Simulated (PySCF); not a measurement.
# C4H8FNSi2: a tour of settings

Which settings matter for C4H8FNSi2 (`N#C[C@@H]1[SiH2][SiH2]C[C@H]1F`)?

The runs use PySCF 2.14.0, with density-fitted response routines of our own; the level of theory stands in each step. All values are computed, except where a source is named. Atoms are numbered from 0 throughout.

## 1. The starting structure

16 atoms, charge 0, multiplicity 1; geometry from: GFN2-xTB.

Bonds of the start (Å): N0–C1 1.15, C1–C2 1.42, C2–Si3 1.95, Si3–Si4 2.32, Si4–C5 1.92, C5–C6 1.52, C6–F7 1.39, C6–C2 1.53, C2–H8 1.09, Si3–H9 1.47, Si3–H10 1.47, Si4–H11 1.47, Si4–H12 1.47, C5–H13 1.09, C5–H14 1.09, C6–H15 1.10.

## 2. Excited states and response: BLYP/def2-SVPD

Job settings and geometry (Å):

```
{"job": {"kind": "uv", "xc": "BLYP", "basis": "def2-SVPD", "nstates": 12, "ntriplets": 5, "tda": true, "grid": 1}, "charge": 0, "multiplicity": 1}
N      2.885151    -0.618077     0.910248
C      2.068719    -0.380544     0.142525
C      1.029496    -0.058017    -0.777249
Si     0.276555     1.691170    -0.358475
Si    -1.412590     0.776857     0.944243
C     -0.812937    -1.026811     0.663932
C     -0.099164    -1.088721    -0.677242
F     -1.016525    -0.796100    -1.679930
H      1.443775    -0.077677    -1.788632
H      1.351344     2.481285     0.247189
H     -0.050267     2.303735    -1.649816
H     -2.776793     0.923032     0.428684
H     -1.423313     1.062339     2.381903
H     -0.106778    -1.332984     1.436289
H     -1.629586    -1.748277     0.665517
H      0.265314    -2.102265    -0.900596
```

Level: TDA BLYP/def2-SVPD, vertical, gas phase, core orbitals frozen in the response.

Launch:

```sh
OMP_NUM_THREADS=1 python probes_run.py task.json out
```

This one command runs all jobs of the session in turn.

Log:

```text
final grid: 63744 points
cycle   1  E = -890.1774749146  dE =  7.225e-01  |g| = 6.963e-01  |ddm| = 6.089e+00
cycle   2  E = -889.7808010668  dE =  3.967e-01  |g| = 1.496e+00  |ddm| = 2.989e+00
cycle   3  E = -890.2461291969  dE = -4.653e-01  |g| = 4.276e-01  |ddm| = 2.259e+00
cycle   4  E = -890.2863906231  dE = -4.026e-02  |g| = 9.767e-02  |ddm| = 4.813e-01
cycle   5  E = -890.2883878783  dE = -1.997e-03  |g| = 3.497e-02  |ddm| = 1.714e-01
cycle   6  E = -890.2886146556  dE = -2.268e-04  |g| = 1.152e-02  |ddm| = 6.047e-02
cycle   7  E = -890.2886488590  dE = -3.420e-05  |g| = 2.964e-03  |ddm| = 2.157e-02
cycle   8  E = -890.2886511979  dE = -2.339e-06  |g| = 8.097e-04  |ddm| = 6.350e-03
cycle   9  E = -890.2886513856  dE = -1.878e-07  |g| = 1.627e-04  |ddm| = 1.571e-03
cycle  10  E = -890.2886513920  dE = -6.332e-09  |g| = 5.553e-05  |ddm| = 3.927e-04
cycle  11  E = -890.2886513930  dE = -9.943e-10  |g| = 1.403e-05  |ddm| = 1.337e-04
converged SCF energy = -890.2886513930

Static polarisability (au): isotropic 105.788, principal 96.320 105.185 115.859

Singlet excitations
state   eV       nm        f      main configurations
  1   6.0813    203.9   0.00707   H->L+1 0.72, H->L 0.23
  2   6.2282    199.1   0.09919   H->L 0.68, H->L+1 0.23
  3   6.6379    186.8   0.01313   H-1->L 0.56, H->L+2 0.35
  4   6.6722    185.8   0.02833   H-2->L 0.55, H->L+2 0.20, H-1->L 0.14
  5   6.7037    184.9   0.01571   H-1->L+1 0.47, H->L+3 0.33
  6   6.7601    183.4   0.03821   H-2->L 0.24, H->L+3 0.22, H->L+2 0.21
  7   6.8132    182.0   0.03840   H-1->L+1 0.34, H->L+3 0.33, H-2->L+1 0.10
  8   6.8919    179.9   0.01217   H-2->L+1 0.63, H->L+4 0.13
  9   6.9577    178.2   0.00486   H-3->L 0.86
 10   6.9807    177.6   0.00875   H->L+4 0.67, H-3->L+1 0.14
 11   7.1409    173.6   0.02036   H-3->L+1 0.60, H-2->L+1 0.10
 12   7.1765    172.8   0.00937   H-1->L+2 0.64, H-2->L+2 0.26

Triplet excitations (Tamm-Dancoff, eV): 5.5415 5.7079 6.1141 6.1908 6.3115
```

Wall time 2.2 min (1 thread of AMD EPYC, shared host); peak memory 0.72 GiB.

The orbitals next to the gap, with their largest atomic shares:

```
orbital     eV                        atoms
 HOMO−3  -8.06    C6 16 %, F7 15 %, C5 14 %
 HOMO−2  -7.87    N0 26 %, C1 18 %, F7 10 %
 HOMO−1  -7.72   N0 18 %, C5 17 %, Si3 14 %
   HOMO  -7.06  Si3 22 %, Si4 19 %, C2 13 %
   LUMO  -1.23   Si3 29 %, Si4 19 %, C2 8 %
 LUMO+1  -1.10  Si3 24 %, Si4 20 %, N0 10 %
 LUMO+2  -0.67   Si4 26 %, Si3 24 %, H9 9 %
```

With each of the 12 states as a Gaussian band of 0.4 eV half-width at 1/e, the curve within the window shown has maxima at 185 nm (ε 7,300) L/(mol cm). Beyond the last state computed it falls off for lack of states. The curve at chosen wavelengths:

```
 nm  ε (L/mol/cm)
166           999
168          1574
171          2729
173          3649
176          5088
178          5956
180          6648
183          7245
185          7345
188          7170
190          6932
192          6657
195          6213
197          5881
200          5275
202          4782
204          4226
207          3328
209          2733
212          1923
214          1466
216          1086
219           659
221           457
224           253
226           166
```

Leading natural transition orbitals of singlet state 2: the hole lies on N0 19 %; Si3, Si4 about 17 % each; C2 12 %; the particle on Si3 17 %; Si4 11 %; H9, H10, H12 about 9 % each.

Leading natural transition orbitals of singlet state 1: the hole lies on N0 19 %; Si3 17 %; C2 14 %; the particle on Si3 16 %; Si4 13 %; H10 10 %.

Further results of this job:

```csv
property,computed
dipole moment (D),2.53
polarisability (Å³),15.68
HOMO–LUMO gap (eV),5.84
−ε(HOMO) (eV),7.06
```

The fields below are evaluated on a grid from the run's orbitals.

Frontier orbitals at BLYP/def2-SVPD, with the share of their density that lies nearest to each atom:

| orbital | energy (eV) | lies on |
| --- | --- | --- |
| HOMO | -7.06 | Si3, Si4 about 19 % each; N0 15 %; C2 13 % |
| LUMO | -1.23 | Si3 20 %; Si4 12 %; H9, H10 about 10 % each |

ELF in a plane through or near 3 of the atoms.

Ten even steps from '0' (0.00) to '9' (1.00):
```
0000000000000000000000000000
0000000000000000000000000000
0000000000000000000000000000
0000000000000002100000000000
0000000366200179940000000000
0000002999710289950000000000
0000005999943589820000000000
0000001799867736410000000000
0000000035668848854300000000
0000012235753257235620000000
0001588853442037425520000000
0004999961057547984200000000
0003999985599255142100000000
0001689865699088121000000000
0000012111366311342100000000
0000000000122233331100000000
0000000000000011110000000000
0000000000000000000000000000
0000000000000000000000000000
0000000000000000000000000000
```
The map spans 10.6 Å across and 10.1 Å up, centred on the molecule. Atoms in the plane (x, y in Å): C2 (1.2, 0.1), Si3 (0.4, -1.7), H14 (-1.8, 1.7).

log10 of the density (e/Å³) in the same plane.

Ten even steps from ' ' (-4.0) to '@' (1.6):
```
                                                        
                                                        
                          ........                      
              ..::::::::::::----::::....                
          ..::----==------========--::::..              
        ..::--==++++++====++++**++==--::::..            
        ..::--++******************++==----::::..        
        ..::--++****##########****++====----::..        
      ..::----==++****############****++====--::..      
    ..::--====++++************####@@##**++==--::..      
  ....::==++++**********++++**####%%##**++==--::..      
  ..::--==++**##**********************++==--::..        
  ..::--==++****************%%%%##**++==--::::          
  ....::--==++++++++++******@@@@##++++==--::..          
    ....::----========++++++******++====--::..          
      ....::::--------====++++++++++==--::....          
            ....::::::------========----::..            
                    ....::::::::::::::....              
                        ..............                  
                                                        
```
The map spans 10.6 Å across and 10.1 Å up, centred on the molecule. Atoms in the plane (x, y in Å): C2 (1.2, 0.1), Si3 (0.4, -1.7), H14 (-1.8, 1.7).

On the surface of density 0.002 e/bohr³ the electrostatic potential runs, from the 1st to the 99th percentile, from -1.71 V near N0 to 1.37 V near Si3.

## 3. NMR shieldings: PBE0/pcSseg-1

Same as in step 2 but for these lines:

```diff
@@ -1,2 +1,2 @@
-{"job": {"kind": "uv", "xc": "BLYP", "basis": "def2-SVPD", "nstates": 12, "ntriplets": 5, "tda": true, "grid": 1}, "charge": 0, "multiplicity": 1}
+{"job": {"kind": "nmr", "xc": "PBE0", "basis": "pcSseg-1", "pop": false, "scf": {"aux": "def2-universal-jkfit"}}, "charge": 0, "multiplicity": 1}
 N      2.885151    -0.618077     0.910248
```

With the program's defaults for keys left out, this is: GIAO PBE0/pcSseg-1 NMR shielding, non-relativistic, gas phase.

Log:

```text
final grid: 134256 points
cycle   1  E = -890.0790459920  dE =  9.185e-01  |g| = 6.276e-01  |ddm| = 3.693e+00
cycle   2  E = -889.9067588259  dE =  1.723e-01  |g| = 1.126e+00  |ddm| = 1.466e+00
cycle   3  E = -890.1517309255  dE = -2.450e-01  |g| = 2.046e-01  |ddm| = 1.012e+00
cycle   4  E = -890.1602841838  dE = -8.553e-03  |g| = 5.915e-02  |ddm| = 1.756e-01
cycle   5  E = -890.1609393053  dE = -6.551e-04  |g| = 1.639e-02  |ddm| = 5.246e-02
cycle   6  E = -890.1609894097  dE = -5.010e-05  |g| = 3.848e-03  |ddm| = 1.752e-02
cycle   7  E = -890.1609926709  dE = -3.261e-06  |g| = 8.709e-04  |ddm| = 4.354e-03
cycle   8  E = -890.1609928602  dE = -1.893e-07  |g| = 1.886e-04  |ddm| = 1.123e-03
cycle   9  E = -890.1609928688  dE = -8.632e-09  |g| = 6.342e-05  |ddm| = 2.709e-04
cycle  10  E = -890.1609928697  dE = -9.500e-10  |g| = 1.383e-05  |ddm| = 6.848e-05
converged SCF energy = -890.1609928697

GIAO shielding tensors (ppm)
atom      isotropic    diamagn.    paramagn.     s11        s22        s33       span
  0 N      -37.126     340.652    -377.779   -210.680   -180.818    280.118    490.798
  1 C       63.210     261.365    -198.155    -55.806    -49.431    294.868    350.674
  2 C      165.757     256.238     -90.481    148.670    160.177    188.422     39.752
  3 Si     406.355     879.810    -473.456    369.558    395.397    454.109     84.551
  4 Si     422.828     879.595    -456.767    398.989    407.036    462.460     63.471
  5 C      166.914     254.549     -87.635    150.477    157.732    192.533     42.056
  6 C       88.693     243.862    -155.169     59.445     75.762    130.872     71.427
  7 F      362.372     476.032    -113.660    341.347    368.117    377.652     36.304
  8 H       28.937      29.929      -0.992     24.930     26.487     35.395     10.465
  9 H       27.566      28.673      -1.107     23.948     25.562     33.187      9.238
 10 H       27.482      28.824      -1.343     23.738     24.883     33.823     10.085
 11 H       27.664      28.499      -0.835     23.881     25.036     34.076     10.194
 12 H       27.629      28.538      -0.909     24.324     24.700     33.863      9.539
 13 H       30.172      32.076      -1.904     25.524     28.046     36.945     11.421
 14 H       29.746      30.217      -0.471     24.798     27.238     37.203     12.405
 15 H       25.983      30.138      -4.155     23.345     24.760     29.845      6.500
```

Run time: 79 s. Hardware: 1 thread of AMD EPYC, shared host; peak memory 0.9 GiB.

Shifts follow as δ = σ(reference) − σ, with reference shieldings (ppm) from runs at the same level and on the same kind of geometry: ¹H TMS 31.72, ¹³C TMS 186.9, ²⁹Si TMS 349.2, ¹⁹F CFCl3 170.9, ¹⁵N NH3 267.7. The references are single molecules in the gas phase, so shifts against H2O, NH3, PH3, H3PO4 or CFCl3 are not on the usual liquid scales and can be off by tens of ppm.

```csv
atoms,environment,σ (ppm),δ (ppm),δ scaled to CDCl3
C1,nitrile carbon,63.2,123.7,118.8
C6,sp3 CH bonded to F,88.7,98.2,94.0
C2,"sp3 CH bonded to Si, α to a nitrile",165.8,21.2,18.7
C5,sp3 CH2 bonded to Si,166.9,20.0,17.6
H15,hydrogen on an sp3 CH bonded to F,25.98,5.73,5.51
H10,"hydrogen on a silicon bonded to C, Si, in a 5-membered ring",27.48,4.24,–
H9,"hydrogen on a silicon bonded to C, Si, in a 5-membered ring",27.57,4.15,–
H12,"hydrogen on a silicon bonded to C, Si, in a 5-membered ring",27.63,4.09,–
H11,"hydrogen on a silicon bonded to C, Si, in a 5-membered ring",27.66,4.05,–
H8,"hydrogen on an sp3 CH bonded to Si, α to a nitrile",28.94,2.78,2.73
H14,hydrogen on an sp3 CH2 bonded to Si,29.75,1.97,1.96
H13,hydrogen on an sp3 CH2 bonded to Si,30.17,1.55,1.56
N0,nitrile nitrogen,-37.1,304.9,–
Si3,"silicon bonded to C, Si, 2 H, in a 5-membered ring",406.4,-57.2,–
Si4,"silicon bonded to C, Si, 2 H, in a 5-membered ring",422.8,-73.7,–
F7,fluorine on an sp3 carbon,362.4,-191.4,–
```

The scaled column applies a straight-line fit of computed shieldings to shifts measured in CDCl3, and one for carbons that bear F (root-mean-square error 0.16 ppm for H, 1.9 ppm for C).

Ring of atoms C2, Si3, Si4, C5, C6: NICS(0) -3.9, NICS(1) -4.1, NICS(1)zz -3.5 ppm (means of both faces).

(Part 1 of 2 ends here.)
